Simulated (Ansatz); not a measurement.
# BrClF2H2Si: the cost of one run

All numbers below are computed with Ansatz 0.2.0 (UKS PBE0-D4/def2-SVP).

**1. The structure to begin with**

Bond lengths: Si1–Cl2 2.488 Å, Si1–F3 1.603 Å, Si1–F4 1.583 Å, Si1–H5 1.429 Å, Si1–Br7 2.703 Å. Angles: Cl2–Si1–F3 86.1°, Cl2–Si1–F4 107.9°, Cl2–Si1–H5 120.3°, Cl2–Si1–Br7 79.8°, F3–Si1–F4 97.6°, F3–Si1–H5 101.5°, F3–Si1–Br7 165.9°, F4–Si1–H5 128.8°, F4–Si1–Br7 86.6°, H5–Si1–Br7 85.9°.

Coordinates:

```xyz
7

Si   -0.4034   -0.0904   -0.6195
Cl    1.2384   -1.2659    0.8337
F    -0.5237   -1.4762   -1.4169
F    -1.8128   -0.1392    0.1002
H     0.0468    0.7920   -1.6495
H     1.2290    0.2787    1.6558
Br    0.2256    1.9010    1.0962
```

**2. Pulling towards end A**

Springs on the bonds that form and break draw the guess towards this end; the thresholds are loose.

The input, input.yaml:

```yaml
crystal:
  periodic: [false, false, false]
  atoms:
    - { symbol: Si, position_ang: [-0.4034, -0.0904, -0.6195] }
    - { symbol: Cl, position_ang: [1.2384, -1.2659, 0.8337] }
    - { symbol: F, position_ang: [-0.5237, -1.4762, -1.4169] }
    - { symbol: F, position_ang: [-1.8128, -0.1392, 0.1002] }
    - { symbol: H, position_ang: [0.0468, 0.792, -1.6495] }
    - { symbol: H, position_ang: [1.229, 0.2787, 1.6558] }
    - { symbol: Br, position_ang: [0.2256, 1.901, 1.0962] }
magnetization:
  spin_polarized: true
basis:
  gaussian: { orbitals: def2-SVP }
hamiltonian:
  xc: pbe0
  dispersion: d4
relax:
  f_tol: 0.15
  max_steps: 25
  restrain:
    - { distance: [0, 6], at: 3.61, k: 30.0 }
    - { distance: [5, 1], at: 2.63, k: 30.0 }
    - { distance: [0, 1], at: 2.13, k: 30.0 }
    - { distance: [5, 6], at: 1.51, k: 30.0 }
```

Run with:

```bash
ansatz run input.yaml --threads 4 --pin off --max-ram 5120MiB --backend cpu --events-out ev --progress --plain --runs-dir out
```

What time and memory should one allow on 4 threads of Arm Neoverse N1, shared host?

About 34 s, with a peak of 0.39 GiB.
